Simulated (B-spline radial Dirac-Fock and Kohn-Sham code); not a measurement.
**Elastic scattering of electrons by Al**

Wanted: how strongly Al scatters electrons elastically, and to which angles, at 8 energies.

Method: Dirac partial waves in the static field of the Dirac-Fock density with Furness-McCarthy exchange, no polarisation or absorption; computed with B-spline radial Dirac-Fock and Kohn-Sham code, version 3.

## (1) The system

Atomic aluminum in the configuration [Ne] 3s2 3p1.

| Item | Value |
| --- | --- |
| nuclear charge | 13 |
| electrons | 13 |
| mass number | 27 |
| nuclear rms radius | 3.061 fm |

Outer shells as boxes (Hund's rule, for the drawing alone; heavy ions are jj-coupled, and the calculation averages over the configuration):

```
[Ne] core
3s [↑↓]
3p [↑ ][  ][  ]
```

## (2) 60.70 eV

Recorded inputs:

```ini
task = elastic
Z = 13
charge = 0
configuration = 1s2 2s2 2p6 3s2 3p1
mass_number = 27
rms_radius = 3.061  # fm
projectile = electron
energy = 60.7  # eV
theta = [0, 10, 20, 30, 40, 50, 60, 70, 80, 90, 100, 110, 120, 130, 140, 150, 160, 170, 180]  # deg
```

From the run's result record (rounded, not every field):

```text
{
  "status": "converged",
  "sigma [bohr^2]": 25.04,
  "transport1 [bohr^2]": 10.89,
  "transport2 [bohr^2]": 10.05,
  "backward [bohr^2]": 4.159,
  "dcs [bohr^2/sr]": [53.79, 37.8, 14.73, 4.039, 1.222, 0.9029, 1.05, 1.086, 0.9001, 0.5623, 0.2193, 0.0245, 0.08661, 0.4378, 1.027, 1.733, 2.4, 2.874, 3.046],
  "sherman": [0.0, 1.357e-05, -7.044e-05, -0.0007535, -0.002979, -0.002866, -0.0006045, 0.001179, 0.002742, 0.004665, 0.008196, 0.01216, -0.01654, -0.006712, -0.00375, -0.00228, -0.001339, -0.0006252, 0.0],
  "phases_minus [rad]": [-0.7786, 0.2778, 1.285, 0.5957, 0.3155],
  "phases_plus [rad]": [0.0, 0.2835, 1.286, 0.5957, 0.3155],
  "partial_waves": 35
}
```

## (3) 135.0 eV

Recorded inputs:

```ini
task = elastic
projectile = electron
energy = 135.0  # eV
theta = [0, 10, 20, 30, 40, 50, 60, 70, 80, 90, 100, 110, 120, 130, 140, 150, 160, 170, 180]  # deg
```

From the run's result record (rounded, not every field):

```text
{
  "status": "converged",
  "sigma [bohr^2]": 16.42,
  "transport1 [bohr^2]": 5.707,
  "transport2 [bohr^2]": 4.978,
  "backward [bohr^2]": 2.357,
  "dcs [bohr^2/sr]": [62.32, 32.5, 7.964, 2.336, 1.162, 0.7431, 0.5046, 0.3281, 0.1846, 0.08077, 0.0375, 0.07423, 0.1987, 0.4017, 0.6566, 0.9235, 1.158, 1.317, 1.374],
  "sherman": [0.0, -6.109e-05, -0.0003141, -0.00075, -0.0004278, 0.0008926, 0.002805, 0.005061, 0.007743, 0.01023, 6.185e-05, -0.01178, -0.008261, -0.005388, -0.003587, -0.002362, -0.001445, -0.0006873, 0.0],
  "phases_minus [rad]": [-1.48, -0.1822, 1.366, 0.7366, 0.4651],
  "phases_plus [rad]": [0.0, -0.1765, 1.367, 0.7368, 0.4652],
  "partial_waves": 48
}
```

## (4) 279.0 eV

Recorded inputs:

```ini
task = elastic
projectile = electron
energy = 279.0  # eV
theta = [0, 10, 20, 30, 40, 50, 60, 70, 80, 90, 100, 110, 120, 130, 140, 150, 160, 170, 180]  # deg
```

From the run's result record (rounded, not every field):

```text
{
  "status": "converged",
  "sigma [bohr^2]": 10.72,
  "transport1 [bohr^2]": 2.511,
  "transport2 [bohr^2]": 2.705,
  "backward [bohr^2]": 1.061,
  "dcs [bohr^2/sr]": [74.49, 24.63, 4.25, 1.38, 0.6295, 0.3309, 0.1952, 0.1272, 0.0925, 0.07963, 0.08511, 0.1071, 0.1431, 0.1888, 0.2387, 0.2867, 0.3264, 0.3525, 0.3616],
  "sherman": [0.0, -4.516e-05, -9.791e-05, 0.000235, 0.001146, 0.00251, 0.003737, 0.00379, 0.001619, -0.002612, -0.006321, -0.007458, -0.006737, -0.005404, -0.004057, -0.00286, -0.001815, -0.0008803, 0.0],
  "phases_minus [rad]": [1.017, -0.5889, 1.368, 0.8109, 0.5505],
  "phases_plus [rad]": [0.0, -0.5832, 1.369, 0.8112, 0.5507],
  "partial_waves": 65
}
```

## (5) 643.0 eV

Recorded inputs:

```ini
task = elastic
projectile = electron
energy = 643.0  # eV
theta = [0, 10, 20, 30, 40, 50, 60, 70, 80, 90, 100, 110, 120, 130, 140, 150, 160, 170, 180]  # deg
```

From the run's result record (rounded, not every field):

```text
{
  "status": "converged",
  "sigma [bohr^2]": 6.157,
  "transport1 [bohr^2]": 0.8197,
  "transport2 [bohr^2]": 1.21,
  "backward [bohr^2]": 0.2904,
  "dcs [bohr^2/sr]": [88.49, 13.08, 1.888, 0.6109, 0.2665, 0.1458, 0.09557, 0.07121, 0.05815, 0.05094, 0.04713, 0.04538, 0.04486, 0.04503, 0.04555, 0.04615, 0.04669, 0.04705, 0.04717],
  "sherman": [0.0, 2.078e-05, 0.000269, 0.0008241, 0.001467, 0.001603, 0.0007188, -0.001105, -0.003337, -0.005348, -0.006684, -0.007197, -0.006984, -0.006249, -0.005194, -0.003968, -0.002666, -0.001336, 0.0],
  "phases_minus [rad]": [0.2935, -1.019, 1.3, 0.8532, 0.6079],
  "phases_plus [rad]": [0.0, -1.013, 1.301, 0.8538, 0.6082],
  "partial_waves": 93
}
```

## (6) 1720 eV

The run's settings:

```ini
task = elastic
projectile = electron
energy = 1720.0  # eV
theta = [0, 10, 20, 30, 40, 50, 60, 70, 80, 90, 100, 110, 120, 130, 140, 150, 160, 170, 180]  # deg
```

From the run's result record (rounded, not every field):

```text
{
  "status": "converged",
  "sigma [bohr^2]": 2.999,
  "transport1 [bohr^2]": 0.1868,
  "transport2 [bohr^2]": 0.3582,
  "backward [bohr^2]": 0.04223,
  "dcs [bohr^2/sr]": [103.4, 4.646, 0.7105, 0.221, 0.09557, 0.0512, 0.03126, 0.02084, 0.01486, 0.01121, 0.008869, 0.007314, 0.006253, 0.005515, 0.005, 0.004647, 0.004416, 0.004286, 0.004244],
  "sherman": [0.0, 9.401e-05, 0.0003676, 0.0005867, 0.0003197, -0.0006337, -0.002144, -0.003955, -0.005779, -0.00735, -0.00847, -0.009029, -0.008994, -0.008397, -0.007309, -0.005825, -0.004046, -0.002071, 0.0],
  "phases_minus [rad]": [-0.5007, -1.464, 1.151, 0.839, 0.6386],
  "phases_plus [rad]": [0.0, -1.458, 1.153, 0.8401, 0.6393],
  "partial_waves": 145
}
```

## (7) 10100 eV

Settings, as recorded:

```ini
task = elastic
projectile = electron
energy = 10100.0  # eV
theta = [0, 10, 20, 30, 40, 50, 60, 70, 80, 90, 100, 110, 120, 130, 140, 150, 160, 170, 180]  # deg
```

From the run's result record (rounded, not every field):

```text
{
  "status": "converged",
  "sigma [bohr^2]": 0.6706,
  "transport1 [bohr^2]": 0.009438,
  "transport2 [bohr^2]": 0.02227,
  "backward [bohr^2]": 0.001068,
  "dcs [bohr^2/sr]": [123.3, 0.6139, 0.06306, 0.01471, 0.005245, 0.002383, 0.001266, 0.0007513, 0.0004854, 0.0003356, 0.0002456, 0.0001888, 0.0001516, 0.0001266, 0.0001096, 9.816e-05, 9.084e-05, 8.674e-05, 8.539e-05],
  "sherman": [0.0, 7.579e-05, -8.503e-06, -0.0006489, -0.001889, -0.003652, -0.005789, -0.00809, -0.01032, -0.01225, -0.01368, -0.01444, -0.01444, -0.01363, -0.01203, -0.009718, -0.006825, -0.00352, 0.0],
  "phases_minus [rad]": [1.51, 1.044, 0.812, 0.6655, 0.5617],
  "phases_plus [rad]": [0.0, 1.055, 0.8166, 0.6683, 0.5636],
  "partial_waves": 325
}
```

## (8) 24200 eV

Settings, as recorded:

```ini
task = elastic
projectile = electron
energy = 24200.0  # eV
theta = [0, 10, 20, 30, 40, 50, 60, 70, 80, 90, 100, 110, 120, 130, 140, 150, 160, 170, 180]  # deg
```

From the run's result record (rounded, not every field):

```text
{
  "status": "converged",
  "sigma [bohr^2]": 0.3036,
  "transport1 [bohr^2]": 0.001998,
  "transport2 [bohr^2]": 0.004944,
  "backward [bohr^2]": 0.0001774,
  "dcs [bohr^2/sr]": [133.4, 0.1666, 0.01307, 0.002902, 0.001004, 0.0004433, 0.0002294, 0.0001331, 8.432e-05, 5.733e-05, 4.136e-05, 3.14e-05, 2.494e-05, 2.063e-05, 1.773e-05, 1.579e-05, 1.455e-05, 1.386e-05, 1.363e-05],
  "sherman": [0.0, 3.423e-05, -0.0002941, -0.001265, -0.002914, -0.00516, -0.007815, -0.01063, -0.01334, -0.01569, -0.01742, -0.01836, -0.01836, -0.01736, -0.01535, -0.01243, -0.008744, -0.004515, 0.0],
  "phases_minus [rad]": [1.128, 0.8143, 0.6588, 0.5586, 0.4863],
  "phases_plus [rad]": [0.0, 0.8286, 0.6656, 0.5629, 0.4894],
  "partial_waves": 489
}
```

## (9) 57300 eV

Settings, as recorded:

```ini
task = elastic
projectile = electron
energy = 57300.0  # eV
theta = [0, 10, 20, 30, 40, 50, 60, 70, 80, 90, 100, 110, 120, 130, 140, 150, 160, 170, 180]  # deg
```

From the run's result record (rounded, not every field):

```text
{
  "status": "converged",
  "sigma [bohr^2]": 0.1427,
  "transport1 [bohr^2]": 0.000432,
  "transport2 [bohr^2]": 0.001108,
  "backward [bohr^2]": 3.049e-05,
  "dcs [bohr^2/sr]": [152.0, 0.03693, 0.002695, 0.0005815, 0.0001949, 8.392e-05, 4.258e-05, 2.43e-05, 1.516e-05, 1.016e-05, 7.232e-06, 5.416e-06, 4.246e-06, 3.472e-06, 2.952e-06, 2.606e-06, 2.385e-06, 2.263e-06, 2.222e-06],
  "sherman": [0.0, -2.464e-05, -0.0005569, -0.001862, -0.003987, -0.006807, -0.0101, -0.0136, -0.01701, -0.02002, -0.02233, -0.0237, -0.02388, -0.02276, -0.02028, -0.01654, -0.0117, -0.006063, 0.0],
  "phases_minus [rad]": [0.8559, 0.6424, 0.5361, 0.4665, 0.4154],
  "phases_plus [rad]": [0.0, 0.6624, 0.5461, 0.4731, 0.4203],
  "partial_waves": 739
}
```

## (10) What follows from the records

```csv
energy (eV),σ (bohr²),first transport (bohr²),σ / transport,backward share (%),partial waves
60.70,25.0,10.9,2.30,16.6,35
135.0,16.4,5.71,2.88,14.4,48
279.0,10.7,2.51,4.27,9.90,65
643.0,6.16,0.820,7.51,4.72,93
1720,3.00,0.187,16.1,1.41,145
10100,0.671,0.00944,71.0,0.159,325
24200,0.304,0.00200,152,0.0584,489
57300,0.143,4.32e-04,330,0.0214,739
```

## (11) What came out

```
                quantity                     value
 σ at 60.70 and 57300 eV      25.0 and 0.143 bohr²
    backward share there         16.6 and 0.0214 %
largest Sherman function  -0.024 at 120°, 57300 eV
```

What this shows: It takes about 2.3 elastic collisions to lose the direction at 60.70 eV and 330 at 57300 eV (σ over the first transport cross section). Deep diffraction minima show in the angular distribution up to 135.0 eV. Spin polarisation by scattering stays small. Under about 200 eV a static field without polarisation is a poor model.
